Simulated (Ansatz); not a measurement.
# H4C: the cost of one run

Program: Ansatz 0.2.0. Level of theory: DFT PBE+D3(BJ), plane waves, PAW, scalar-relativistic, no spin polarisation. These are calculated values, not measurements.

## 1. The starting structure

The cell holds 30 atoms (C6H24): a = 7.230 Å, b = 7.230 Å, c = 7.230 Å, α = 90.00°, β = 90.00°, γ = 90.00°.

As a file:

```xyz
30
Lattice="7.2304 0.0000 0.0000 0.0000 7.2304 0.0000 0.0000 0.0000 7.2304" Properties=species:S:1:pos:R:3 pbc="T T T"
C     1.5248    5.8266    0.7336
H     2.5733    5.8483    1.0297
H     0.8966    5.9801    1.6106
H     1.2937    4.8604    0.2859
H     1.3357    6.6175    0.0084
C     4.9014    6.1156    6.6638
H     5.5388    6.7393    7.2899
H     4.2702    5.4916    7.2960
H     5.5221    5.4813    6.0315
H     4.2745    6.7500    6.0379
C     6.8764    0.9207    3.0804
H     6.1711    1.5088    3.6670
H     6.4214   -0.0332    2.8150
H     7.7771    0.7427    3.6673
H     7.1360    1.4645    2.1725
C     3.1989    1.4184    3.6894
H     4.2799    1.5546    3.7045
H     2.8702    1.0151    4.6468
H     2.9311    0.7256    2.8922
H     2.7143    2.3786    3.5142
C     6.5071    3.7118    1.4774
H     6.9120    4.7192    1.5695
H     6.3090    3.3077    2.4698
H     7.2279    3.0762    0.9638
H     5.5795    3.7439    0.9065
C     1.0678    3.7101    5.1974
H     0.9834    4.6445    4.6432
H     0.4674    2.9428    4.7094
H     0.7099    3.8582    6.2159
H     2.1106    3.3948    5.2211
```

## 2. Preparing the start

input.yaml reads:

```yaml
accuracy: low
crystal:
  lattice:
    - [7.230427, 0.0, 0.0]
    - [0.0, 7.230427, 0.0]
    - [0.0, 0.0, 7.230427]
  atoms:
    - { symbol: C, position: [0.2108897, 0.8058428, 0.1014667] }
    - { symbol: H, position: [0.3558967, 0.8088408, 0.1424067] }
    - { symbol: H, position: [0.1239978, 0.8270789, 0.2227554] }
    - { symbol: H, position: [0.1789256, 0.672216, 0.039545] }
    - { symbol: H, position: [0.1847385, 0.9152353, 0.0011597] }
    - { symbol: C, position: [0.6778865, 0.8458077, 0.9216374] }
    - { symbol: H, position: [0.7660473, 0.9320775, 1.0082245] }
    - { symbol: H, position: [0.5905859, 0.7595138, 1.0090677] }
    - { symbol: H, position: [0.7637373, 0.758088, 0.83419] }
    - { symbol: H, position: [0.5911758, 0.9335515, 0.8350672] }
    - { symbol: C, position: [0.951037, 0.1273339, 0.4260368] }
    - { symbol: H, position: [0.8534873, 0.208669, 0.5071589] }
    - { symbol: H, position: [0.8881145, -0.0045935, 0.3893212] }
    - { symbol: H, position: [1.0756126, 0.1027162, 0.5071971] }
    - { symbol: H, position: [0.9869335, 0.202544, 0.3004701] }
    - { symbol: C, position: [0.4424164, 0.1961776, 0.5102627] }
    - { symbol: H, position: [0.5919268, 0.2150039, 0.512342] }
    - { symbol: H, position: [0.3969631, 0.1403893, 0.6426779] }
    - { symbol: H, position: [0.4053797, 0.10035, 0.4000019] }
    - { symbol: H, position: [0.3753959, 0.3289674, 0.4860292] }
    - { symbol: C, position: [0.8999594, 0.5133534, 0.2043303] }
    - { symbol: H, position: [0.9559541, 0.6526885, 0.2170754] }
    - { symbol: H, position: [0.8725568, 0.4574763, 0.3415854] }
    - { symbol: H, position: [0.999654, 0.4254525, 0.1332914] }
    - { symbol: H, position: [0.7716726, 0.5177962, 0.125369] }
    - { symbol: C, position: [0.1476863, 0.5131233, 0.7188208] }
    - { symbol: H, position: [0.1360053, 0.6423558, 0.6421747] }
    - { symbol: H, position: [0.0646437, 0.4070063, 0.6513283] }
    - { symbol: H, position: [0.0981874, 0.5336108, 0.8596833] }
    - { symbol: H, position: [0.2919089, 0.4695202, 0.7220969] }
basis:
  ecutwfc: 420.0
kpoints:
  mp_grid: { grid: [1, 1, 1] }
hamiltonian:
  xc: pbe
  dispersion: d3bj
scf:
  occupations: { method: fermi_dirac, width: 0.02 }
  lower_state_search: "off"
relax:
  f_tol: 0.3
  max_steps: 15
  adjacent_minimum: "off"
```

Started as:

```
> ansatz run input.yaml --threads 1 --pin off --max-ram 3072MiB --backend cpu --events-out ev --progress --plain --runs-dir out
```

What time and memory should one allow on 1 thread of Arm Neoverse V1, shared host?

About 13 s, with a peak of 0.36 GiB.
